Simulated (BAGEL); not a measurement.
# CH2BNO (SMILES BN=C=O): HF/STO-3G (density fitting with qzvpp-jkfit)

Aim: the vertical ionisation energy of CH2BNO at HF/STO-3G (density fitting with qzvpp-jkfit), from 2 runs. 

The calculation is run with BAGEL 1.2.2.

### Step 1. The structure to begin with

The species is CH2BNO (6 atoms), meant as a singlet with charge 0. As SMILES, `BN=C=O`. The coordinates come from a PBE0-D4/def2-TZVP relaxation.

Bond lengths: B1–N2 1.404 Å, N2–C3 1.196 Å, C3–O4 1.162 Å, B1–H5 1.195 Å, B1–H6 1.193 Å. Angles: B1–N2–C3 159.7°, N2–C3–O4 176.4°, N2–B1–H5 119.2°, N2–B1–H6 118.7°, H5–B1–H6 122.1°.

### Step 2. A single-point energy at HF/STO-3G (density fitting with qzvpp-jkfit)

input.json reads:

```json
{ "bagel": [

{
  "title": "molecule",
  "basis": "sto-3g",
  "df_basis": "qzvpp-jkfit",
  "angstrom": "true",
  "geometry": [
    { "atom": "B", "xyz": [      -0.470000,       0.955400,      -0.144700 ] },
    { "atom": "N", "xyz": [       0.227000,      -0.197800,       0.250100 ] },
    { "atom": "C", "xyz": [       0.668900,      -1.308900,       0.214400 ] },
    { "atom": "O", "xyz": [       1.129200,      -2.375400,       0.245600 ] },
    { "atom": "H", "xyz": [      -1.048600,       0.958600,      -1.190700 ] },
    { "atom": "H", "xyz": [      -0.464500,       1.904100,       0.579200 ] }
  ]
},

{ "title": "hf" },

{ "title": "print", "file": "orbitals.molden", "orbitals": "true" }

]}
```

Launch:

```sh
$ BAGEL_NUM_THREADS=1 BAGEL input.json > input.out
```

The log of the run:

```text
* using 1 threads per process

  ===============================================================
  ===============================================================

  *** Geometry ***

  { "atom" : "B", "xyz" : [     -0.888171,      1.805444,     -0.273443 ] },
  { "atom" : "N", "xyz" : [      0.428968,     -0.373788,      0.472621 ] },
  { "atom" : "C", "xyz" : [      1.264038,     -2.473463,      0.405157 ] },
  { "atom" : "O", "xyz" : [      2.133879,     -4.488855,      0.464117 ] },
  { "atom" : "H", "xyz" : [     -1.981567,      1.811491,     -2.250097 ] },
  { "atom" : "H", "xyz" : [     -0.877778,      3.598228,      1.094529 ] },

  Number of auxiliary basis functions:      340

  Since a DF basis is specified, we compute 2- and 3-index integrals:
    o Being stored without compression. Storage requirement is 0.001 GB

  Number of basis functions:       22
  Number of electrons      :       28

    * METHOD: MOLECULE                             0.06

  *** RHF ***

  === Nuclear Repulsion ===
    89.9409396578

      * DIIS with orbital gradients will be used.

  === RHF iteration (sto-3g) ===
      0       -190.40086582          0.02784144           0.00
      1       -190.47570941          0.01614765           0.00
      2       -190.50180900          0.00301376           0.00
      3       -190.50299561          0.00116183           0.00
      4       -190.50324933          0.00026615           0.00
      5       -190.50328560          0.00013117           0.00
      6       -190.50329874          0.00002940           0.00
      7       -190.50329921          0.00000767           0.00
      8       -190.50329923          0.00000306           0.00
      9       -190.50329923          0.00000090           0.00
     10       -190.50329923          0.00000031           0.00
     11       -190.50329923          0.00000015           0.00
     12       -190.50329923          0.00000006           0.00
     13       -190.50329923          0.00000003           0.00
     14       -190.50329923          0.00000002           0.00
     15       -190.50329923          0.00000001           0.00
    * SCF iteration converged.

    * Permanent dipole moment:
           (    0.119283,    -0.155907,     0.098655) a.u.

    * METHOD: HF                                   0.10

    * METHOD: PRINT                                0.00

  ===============================================================
```

It took 0.28 s on 1 thread of Arm Neoverse V2, shared host.

### Step 3. The doublet cation at the same level

calc.json reads:

```json
{ "bagel": [

{
  "title": "molecule",
  "basis": "sto-3g",
  "df_basis": "qzvpp-jkfit",
  "angstrom": "true",
  "geometry": [
    { "atom": "B", "xyz": [   -0.470000,    0.955400,   -0.144700 ] },
    { "atom": "N", "xyz": [    0.227000,   -0.197800,    0.250100 ] },
    { "atom": "C", "xyz": [    0.668900,   -1.308900,    0.214400 ] },
    { "atom": "O", "xyz": [    1.129200,   -2.375400,    0.245600 ] },
    { "atom": "H", "xyz": [   -1.048600,    0.958600,   -1.190700 ] },
    { "atom": "H", "xyz": [   -0.464500,    1.904100,    0.579200 ] }
  ]
},
{ "title": "uhf", "charge": 1, "nopen": 1 },
{ "title": "print", "file": "orbitals.molden", "orbitals": "true" }

]}
```

Launch:

```sh
$ BAGEL_NUM_THREADS=1 BAGEL calc.json > calc.out
```

The log of the run:

```text
* using 1 threads per process

  ===============================================================
  ===============================================================

  *** Geometry ***

  { "atom" : "B", "xyz" : [     -0.888171,      1.805444,     -0.273443 ] },
  { "atom" : "N", "xyz" : [      0.428968,     -0.373788,      0.472621 ] },
  { "atom" : "C", "xyz" : [      1.264038,     -2.473463,      0.405157 ] },
  { "atom" : "O", "xyz" : [      2.133879,     -4.488855,      0.464117 ] },
  { "atom" : "H", "xyz" : [     -1.981567,      1.811491,     -2.250097 ] },
  { "atom" : "H", "xyz" : [     -0.877778,      3.598228,      1.094529 ] },

  Number of auxiliary basis functions:      340

  Since a DF basis is specified, we compute 2- and 3-index integrals:
    o Being stored without compression. Storage requirement is 0.001 GB

  Number of basis functions:       22
  Number of electrons      :       28

    * METHOD: MOLECULE                             0.06

  *** Open-shell HF ***

  === Nuclear Repulsion ===
    89.9409396578

      * DIIS with orbital gradients will be used.

  === UHF iteration (sto-3g) ===
      0       -190.07272819          0.05910841           0.01
      1       -190.14185947          0.05144489           0.01
      2       -190.17495942          0.03839119           0.01
      3       -190.22140185          0.00466912           0.01
      4       -190.22769013          0.00345455           0.01
      5       -190.23284085          0.00229435           0.01
      6       -190.23577460          0.00114380           0.01
      7       -190.23638029          0.00027906           0.01
      8       -190.23639960          0.00009818           0.01
      9       -190.23640107          0.00004313           0.01
     10       -190.23640144          0.00001700           0.01
     11       -190.23640158          0.00000937           0.01
     12       -190.23640164          0.00000382           0.01
     13       -190.23640166          0.00000217           0.01
     14       -190.23640166          0.00000107           0.01
     15       -190.23640167          0.00000070           0.01
     16       -190.23640167          0.00000027           0.01
     17       -190.23640167          0.00000011           0.01
     18       -190.23640167          0.00000007           0.01
     19       -190.23640167          0.00000004           0.01
     20       -190.23640167          0.00000002           0.01
     21       -190.23640167          0.00000001           0.01
    * SCF iteration converged.

    * S^2 (UHF) is 0.9412

    * Permanent dipole moment:
           (    0.131224,    -0.268858,     0.035285) a.u.

    * METHOD: UHF                                  0.20

    * METHOD: PRINT                                0.00

  ===============================================================
```

Wall time 0.38 s (1 thread of Arm Neoverse V2, shared host).

### Step 4. Summary of results

Level: HF/STO-3G (density fitting with qzvpp-jkfit).

| quantity | value |
| --- | --- |
| singlet CH2BNO: total energy | -190.50330 Eh |
| singlet CH2BNO: dipole moment | 0.56 D |
| singlet CH2BNO: HOMO energy | -8.89 eV |
| singlet CH2BNO: LUMO energy | 5.64 eV |
| singlet CH2BNO: HOMO–LUMO gap | 14.53 eV |
| doublet cation: total energy | -190.23640 Eh |
| doublet cation: ⟨S²⟩ | 0.941 |
| vertical ionisation energy (to the doublet cation) | 7.263 eV |

**Reading.** The vertical ionisation energy comes to 7.26 eV (701 kJ/mol). −ε(HOMO) before ionisation, 8.89 eV, is 1.62 eV above this ionisation energy. In a minimal basis such a difference can be off by several eV, whatever the method. ⟨S²⟩ (doublet cation) is 0.94 where a pure doublet has 0.75: the reference is spin-contaminated.
